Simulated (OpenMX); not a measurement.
MoSe:

```
Mo Se
1.0
     0.00000    2.89288    2.89288
     2.89288    0.00000    2.89288
     2.89288    2.89288    0.00000
Mo Se
1 1
Cartesian
  0.0000 0.0000 0.0000
  2.8929 2.8929 2.8929
```

The cell was built by a generator and needn't be a form met in nature.

Base run:

| Quantity | Value |
| --- | --- |
| Program | OpenMX 3.8.5 |
| Functional | PBE |
| Dispersion | D3 |
| Potentials or basis | OpenMX 2013 PBE set, Mo7.0-s3p2d2, Se7.0-s3p2d2, grid cutoff 400 Ry |
| k mesh | 7 × 7 × 7 |
| Occupations | fermi-dirac, width 0.05 eV |
| Spin | no spin polarisation |

Its results: band gap on the k mesh none (metal or under the smearing width); pressure -21.4 GPa.

Task: After a change of settings the same cell gave: band gap on the k mesh none (metal or under the smearing width); pressure -19.5 GPa. Which change was it?
A. dispersion from D3 to D3(BJ)
B. dispersion from D3 to none
C. dispersion from D3 to D4

Result: B.

Dispersion adds attraction, which lowers the pressure at fixed volume and, as a term added to the energy, leaves the levels alone.

Caveats: the basis of atomic orbitals isn't converged, which shifts pressures, moduli and gaps; pairwise dispersion overbinds metals, which lowers pressure and volume (some runs).
